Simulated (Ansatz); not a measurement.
**C₃H₇Br: geometry at several levels**

The task here is to estimate one member of a computed series from the others.

Computed with Ansatz 0.2.0 (the levels named in each step, unless a step's input says otherwise).

## The starting structure

Bond lengths: C1–C2 1.516 Å, C2–C3 1.515 Å, C2–Br4 1.983 Å, C1–H5 1.088 Å, C1–H6 1.089 Å, C1–H7 1.088 Å, C2–H8 1.092 Å, C3–H9 1.088 Å, C3–H10 1.089 Å, C3–H11 1.088 Å. Angles (14 of 18 angles, heavy atoms first): C1–C2–C3 112.9°, C1–C2–Br4 108.8°, C3–C2–Br4 108.8°, C1–C2–H8 110.8°, C3–C2–H8 110.9°, Br4–C2–H8 104.2°, C2–C1–H5 110.6°, C2–C1–H6 109.5°, C2–C1–H7 111.1°, C2–C3–H9 110.6°, C2–C3–H10 109.5°, C2–C3–H11 111.0°, H5–C1–H6 108.6°, H5–C1–H7 108.5°.

Coordinates:

```xyz
11

C    -0.7934   -1.9760   -0.2141
C     0.1628   -0.9130   -0.7166
C     1.6179   -1.2950   -0.5341
Br   -0.1838    0.7751    0.2644
H    -0.6211   -2.1773    0.8416
H    -0.6388   -2.8977   -0.7733
H    -1.8277   -1.6631   -0.3414
H    -0.0465   -0.6656   -1.7596
H     1.8351   -1.4836    0.5156
H     1.8299   -2.2005   -1.1009
H     2.2767   -0.5039   -0.8862
```

Set-up of the first run:

File input.yaml:

```yaml
crystal:
  periodic: [false, false, false]
  atoms:
    - { symbol: C, position_ang: [-0.79338, -1.97602, -0.21408] }
    - { symbol: C, position_ang: [0.1628, -0.913, -0.71662] }
    - { symbol: C, position_ang: [1.6179, -1.29501, -0.53411] }
    - { symbol: Br, position_ang: [-0.18383, 0.77514, 0.26438] }
    - { symbol: H, position_ang: [-0.62106, -2.17731, 0.8416] }
    - { symbol: H, position_ang: [-0.63882, -2.89769, -0.77326] }
    - { symbol: H, position_ang: [-1.82766, -1.66309, -0.34145] }
    - { symbol: H, position_ang: [-0.04647, -0.6656, -1.75963] }
    - { symbol: H, position_ang: [1.83513, -1.48362, 0.51562] }
    - { symbol: H, position_ang: [1.82993, -2.20045, -1.10091] }
    - { symbol: H, position_ang: [2.27675, -0.5039, -0.88618] }
basis:
  gaussian: { orbitals: def2-SVP }
hamiltonian:
  xc: pbe
  dispersion: d4
relax:
  f_tol: 0.03
  max_steps: 200
```

Run with:

```console
$ ansatz run input.yaml --threads 4 --pin off --max-ram 10240MiB --backend cpu --events-out ev --progress --plain --runs-dir out
```

Steps of the session up to this table: A rough first relaxation, PBE-D4/def2-SVP; Relaxation, HF/STO-3G; Relaxation, HF/def2-SVP; Relaxation, LDA/def2-SVP; Relaxation, PBE-D4/def2-SVP.

One table of the session follows, with a row left open; its other results are not shown here.

```
          level  C1–C2 (Å)  C2–C3 (Å)  C2–Br4 (Å)  dipole (D)
      HF/STO-3G     1.5451     1.5451      1.9302        1.87
    HF/def2-SVP          ?          ?           ?           ?
   LDA/def2-SVP     1.5025     1.5025      1.9624        2.01
PBE-D4/def2-SVP     1.5203     1.5203      1.9958        2.07
```

**Question.** Estimate the row for HF/def2-SVP.

**Answer.** C1–C2 (Å): 1.5175; C2–C3 (Å): 1.5175; C2–Br4 (Å): 1.9807; dipole (D): 2.46. In the column «C1–C2 (Å)» it lies between LDA/def2-SVP (1.5025) and PBE-D4/def2-SVP (1.5203).
